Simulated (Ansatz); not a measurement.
**C2H4BN: up Jacob's ladder to CCSD(T)**

An exercise on one series of results from a longer session: the logs are not shown, and one member is left open.

Computed with Ansatz 0.2.0, Gaussian basis. Level: functionals in def2-TZVPP, the program's frozen cores in correlated methods.

The runs, in order: LDA (SPW92), PBE-D4, revPBE-D4, BLYP-D4, r2SCAN-D4, B97M-V, PBE0-D4, B3LYP-D4, r2SCANh-D4, r2SCAN0-D4, HSE06-D4, BHLYP-D4, CAM-B3LYP-D4, LC-ωPBE, ωB97X-V, ωB97M-V, B2PLYP, PBE-QIDH; CCSD(T)/def2-SVP; CCSD(T)/def2-TZVPP; MP2/def2-QZVPP; extrapolation to the limit; RPA on PBE.

## The geometry

All runs share one geometry, relaxed beforehand with PBE0-D4 in a triple-zeta def2 set.

SMILES `BC#CN`, 8 atoms, charge 0, spin multiplicity 1.

Atoms are counted from 1 here; the program's logs count them from 0.

Bond lengths: B1–C2 1.468 Å, B1–H5 1.197 Å, B1–H6 1.197 Å, C2–C3 1.225 Å, C3–N4 1.307 Å, N4–H7 1.006 Å, N4–H8 1.006 Å. Angles: C2–B1–H5 120.1°, C2–B1–H6 120.1°, H5–B1–H6 119.8°, B1–C2–C3 180.0°, C2–C3–N4 180.0°, C3–N4–H7 121.2°, C3–N4–H8 121.2°, H7–N4–H8 117.6°.

Set-up of the first run:

in.yaml

```yaml
crystal:
  periodic: [false, false, false]
  atoms:
    - {symbol: B, position_ang: [-0.490890, 1.916587, -0.227472]}
    - {symbol: C, position_ang: [-0.122350, 0.504662, -0.065708]}
    - {symbol: C, position_ang: [0.185251, -0.673725, 0.069504]}
    - {symbol: N, position_ang: [0.513633, -1.930105, 0.213317]}
    - {symbol: H, position_ang: [0.038353, 2.582155, -1.069515]}
    - {symbol: H, position_ang: [-1.321509, 2.405058, 0.482159]}
    - {symbol: H, position_ang: [1.209806, -2.357022, -0.373732]}
    - {symbol: H, position_ang: [0.079905, -2.504810, 0.915547]}
basis:
  gaussian: {orbitals: def2-TZVPP}
hamiltonian: {xc: lda}
output: {orbitals: {seedname: orbitals}}
```

Started as:

```
> ansatz run in.yaml --threads 2 --pin off --events-out ev --progress --plain --max-ram 4352MiB
```

Steps of the session up to this table: LDA; PBE-D4 (GGA); revPBE-D4 (GGA); BLYP-D4 (GGA); r2SCAN-D4 (meta-GGA); B97M-V (meta-GGA); PBE0-D4 (hybrid); B3LYP-D4 (hybrid); r2SCANh-D4 (hybrid); r2SCAN0-D4 (hybrid); HSE06-D4 (hybrid); BHLYP-D4 (hybrid); CAM-B3LYP-D4 (range-separated); LC-ωPBE (range-separated); ωB97X-V (range-separated); ωB97M-V (range-separated); B2PLYP (double hybrid); PBE-QIDH (double hybrid).

One of the session's tables, all rows but one given; the rest of the session is left out.

It belongs to the step «Frontier levels by functional». 

```
  functional  HOMO (eV)  gap (eV)
 LDA (SPW92)      -6.19      3.88
      PBE-D4      -5.99      3.95
   revPBE-D4      -5.92      3.98
     BLYP-D4      -5.82      3.95
   r2SCAN-D4      -6.16      4.41
      B97M-V      -6.19      4.46
     PBE0-D4      -7.06      5.90
    B3LYP-D4      -6.85      5.50
  r2SCANh-D4          ?         ?
  r2SCAN0-D4      -7.20      6.22
    HSE06-D4      -6.67      5.13
    BHLYP-D4      -8.02      7.86
CAM-B3LYP-D4      -8.32      8.21
     LC-ωPBE      -9.62     10.60
     ωB97X-V      -9.27     10.21
     ωB97M-V      -9.19      9.95
```

Estimate the missing values for r2SCANh-D4.

Worked estimate for «HOMO (eV)». Against the share of exact exchange, r2SCAN-D4 (0, -6.16), r2SCAN0-D4 (0.25, -7.20) give a slope of -4.16 per unit share; at 0.1 the line stands at -6.58.

**Answer.** HOMO (eV): -6.57; gap (eV): 5.13. In «HOMO (eV)» the line misses by -0.01.
